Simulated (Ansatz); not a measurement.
# K2Rb2: the cost of one run

Program: Ansatz 0.2.0. Level of theory: the levels named in each step. These are calculated values, not measurements.

## Step 1: The system as given

Bond lengths: K1–Rb2 3.676 Å, K3–Rb4 3.676 Å.

As a file:

```xyz
4

K    -2.8849    1.4711   -2.9841
Rb   -0.0404   -0.8424   -2.7189
K     0.7894   -2.2311    3.7135
Rb    0.9991    1.1901    2.3852
```

## Step 2: A rough first relaxation, PBE-D4/def2-SVP

The input, input.yaml:

```yaml
crystal:
  periodic: [false, false, false]
  atoms:
    - { symbol: K, position_ang: [-2.88487, 1.47106, -2.98411] }
    - { symbol: Rb, position_ang: [-0.04045, -0.84236, -2.71891] }
    - { symbol: K, position_ang: [0.78937, -2.23113, 3.71354] }
    - { symbol: Rb, position_ang: [0.99906, 1.19006, 2.38523] }
magnetization:
  spin_polarized: true
  initial_magnetization: 1
total_charge: 1
basis:
  gaussian: { orbitals: def2-SVP }
hamiltonian:
  xc: pbe
  dispersion: d4
relax:
  f_tol: 0.03
  max_steps: 200
```

Launch:

```bash
ansatz run input.yaml --threads 4 --pin off --max-ram 10240MiB --backend cpu --events-out ev --progress --plain --runs-dir out
```

**Question.** How long does this run take on 4 threads of Arm Neoverse V2, shared host, and how much memory does it need?

About 53 s, with a peak of 0.32 GiB.
